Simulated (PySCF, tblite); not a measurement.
**C5H12AlNSi: geometry, infrared bands and NMR shifts**

What infrared bands and NMR shifts should C5H12AlNSi (`C=[C]1[AlH][CH2]C[C@@H]1N[SiH3]`) show?

Programs: tblite 0.8.0 and PySCF 2.14.0, with density-fitted response routines of our own. Each step states its level of theory. These are calculated values for one molecule in the gas phase, unless marked as measured. Atoms are numbered from 0 throughout.

### 1 The starting structure

20 atoms, charge 0, multiplicity 1; geometry from: force field or distance geometry start.

Bonds of the start (Å): C0–C1 1.36, C1–Al2 1.99, Al2–C3 2.01, C3–C4 1.47, C4–C5 1.44, C5–N6 1.45, N6–Si7 1.77, C5–C1 1.47, C0–H8 1.07, C0–H9 1.10, Al2–H10 1.60, C3–H11 1.10, C3–H12 1.11, C4–H13 1.12, C4–H14 1.10, C5–H15 1.09, N6–H16 1.04, Si7–H17 1.46, Si7–H18 1.49, Si7–H19 1.48.

### 2 Relaxing the molecule with GFN2-xTB

What the job is given:

```
{"job": {"kind": "relax", "xc": "GFN2-xTB", "basis": "xTB"}, "charge": 0, "multiplicity": 1}
C      0.538600     2.177200    -0.085400
C     -0.241700     1.066800    -0.091800
Al    -2.012600     0.867800     0.787400
C     -2.211700    -1.034600     0.158300
C     -1.145600    -1.080100    -0.857800
C      0.014100    -0.249800    -0.689500
N      0.920200    -0.946900     0.208000
Si     2.479800    -0.163200     0.483800
H      1.490200     2.215600    -0.569700
H      0.195400     3.091400     0.418200
H     -2.511400     1.549700     2.141300
H     -2.139800    -1.758500     0.987400
H     -3.200600    -1.067300    -0.336000
H     -1.626400    -0.838100    -1.840300
H     -0.843900    -2.137500    -0.952600
H      0.563800    -0.094900    -1.623600
H      1.039400    -1.943400    -0.051600
H      3.082400     0.383700    -0.722700
H      2.208300     1.002800     1.371600
H      3.396400    -1.029900     1.262000
```

Launch:

```bash
$ OMP_NUM_THREADS=1 python probes_run.py task.json out
```

The driver reads the jobs from task.json and runs them one after another.

**Question.** This job is followed by: GFN2-xTB harmonic vibrations, gas phase; GIAO PBE0/pcSseg-1 NMR shielding, non-relativistic, gas phase. What will the session give for the following? strongest single infrared mode (GFN2-xTB); zero-point energy (GFN2-xTB); ¹³C shifts against TMS (PBE0/pcSseg-1); ¹H shifts against TMS (PBE0/pcSseg-1, means over atoms taken as alike); ²⁷Al shifts against AlH4- (PBE0/pcSseg-1); ¹⁵N shifts against NH3 (PBE0/pcSseg-1); ²⁹Si shifts against TMS (PBE0/pcSseg-1); surface potential, 1st and 99th percentile.

As calculated:

| quantity | value |
| --- | --- |
| strongest single infrared mode (GFN2-xTB) | 1828 cm⁻¹, 586 km/mol |
| zero-point energy (GFN2-xTB) | 93.4 kcal/mol |
| ¹³C shifts against TMS (PBE0/pcSseg-1) | 175.7, 127.8, 73.2, 38.5, -0.8 ppm |
| ¹H shifts against TMS (PBE0/pcSseg-1, means over atoms taken as alike) | 6.18, 5.70, 4.74, 4.58, 3.20, 2.16, 2.13, 0.74, 0.69, 0.49 ppm |
| ²⁷Al shifts against AlH4- (PBE0/pcSseg-1) | 93.2 ppm |
| ¹⁵N shifts against NH3 (PBE0/pcSseg-1) | 44.7 ppm |
| ²⁹Si shifts against TMS (PBE0/pcSseg-1) | -47.2 ppm |
| surface potential, 1st and 99th percentile | -0.88 V and 1.89 V |

**Reading.** Relaxing lowered the energy by 1.617 eV in 126 steps; the close pair that moved most is Al2–N6, from 3.497 to 2.130 Å. All 54 modes are real, so the xTB geometry is a minimum. The strongest single mode, at 1828 cm⁻¹, moves mainly H10. Unscaled tight-binding wavenumbers are off by several per cent, some by more. Its intensities can rank the bands wrongly. At PBE0/pcSseg-1: The widest tensor belongs to C1: span 263 ppm, with a paramagnetic part of -251 ppm. At PBE0/pcSseg-1, counted by nearest atom on the grid, the HOMO lies on C1 29 %; C3 21 %, the LUMO on Al2 13 %; C0, C1 about 10 % each.
